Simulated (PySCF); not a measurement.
# The bond of PdN, level by level

An exercise on one series of results from a longer session: the logs are not shown, and one member is left open.

Computed with PySCF 2.14.0. Level: Pd def2-TZVPP with ECP28, N def2-TZVPP, scalar-relativistic core potentials.

Set-up of the first run:

A driver script around PySCF takes these settings:

```json
{"atoms": "Pd, N", "charge": "0", "basis": "Pd def2-TZVPP with ECP28, N def2-TZVPP", "Hamiltonian": "scalar-relativistic core potentials", "basis functions": "87", "electrons treated": "25", "masses in u": "105.9035, 14.0031", "levels": "PBE0, PBE, r²SCAN, PW91, BHandHLYP, B97-3, MN15, LC-ωPBE, HF, MP2, SCS-MP2", "grid": "80 radial by 434 angular points", "occupations": "held fixed by the projection of orbital angular momentum", "dissociation limit": "Pd + N, each in its ground configuration", "starting distance in angstrom": "1.840", "values of 2S to try": "1, 3, 5"}
```

Run with:

```bash
$ OMP_NUM_THREADS=1 python dia.py task.json out
```

Steps of the session up to this table: The job; First curve: PBE0; Other states along the same grid; PBE (GGA); r²SCAN (meta-GGA); PW91; BHandHLYP; B97-3; MN15; LC-ωPBE (range-separated hybrid); ROHF.

One table of the session follows, with a row left open; its other results are not shown here.

| level | Re (Å) | ωe (cm⁻¹) | De (eV) | μ (D) |
| --- | --- | --- | --- | --- |
| ROHF | 2.002 | 496 | -0.262 | -5.19 |
| ROHF-MP2 | 1.701 | 738 | 1.50 | n/a |
| ROHF-SCS-MP2 | 1.752 | 676 | 1.29 | n/a |
| PBE | 1.772 | 710 | 3.05 | -2.92 |
| PW91 | 1.773 | 709 | 3.06 | -2.91 |
| r²SCAN | 1.769 | 695 | 2.78 | -2.92 |
| PBE0 | 1.791 | 646 | 2.18 | -3.15 |
| B97-3 | 1.810 | 621 | 1.96 | -3.26 |
| MN15 | 1.794 | 648 | 2.12 | -3.06 |
| BHandHLYP | ? | ? | ? | ? |
| LC-ωPBE | 1.789 | 632 | 1.94 | -3.51 |

**Question.** Estimate the row for BHandHLYP.

As computed: Re (Å): 1.852; ωe (cm⁻¹): 552; De (eV): 1.43; μ (D): -3.26. In the column «Re (Å)» it lies between B97-3 (1.810) and ROHF (2.002).

De is counted to Pd + N in their ground configurations.
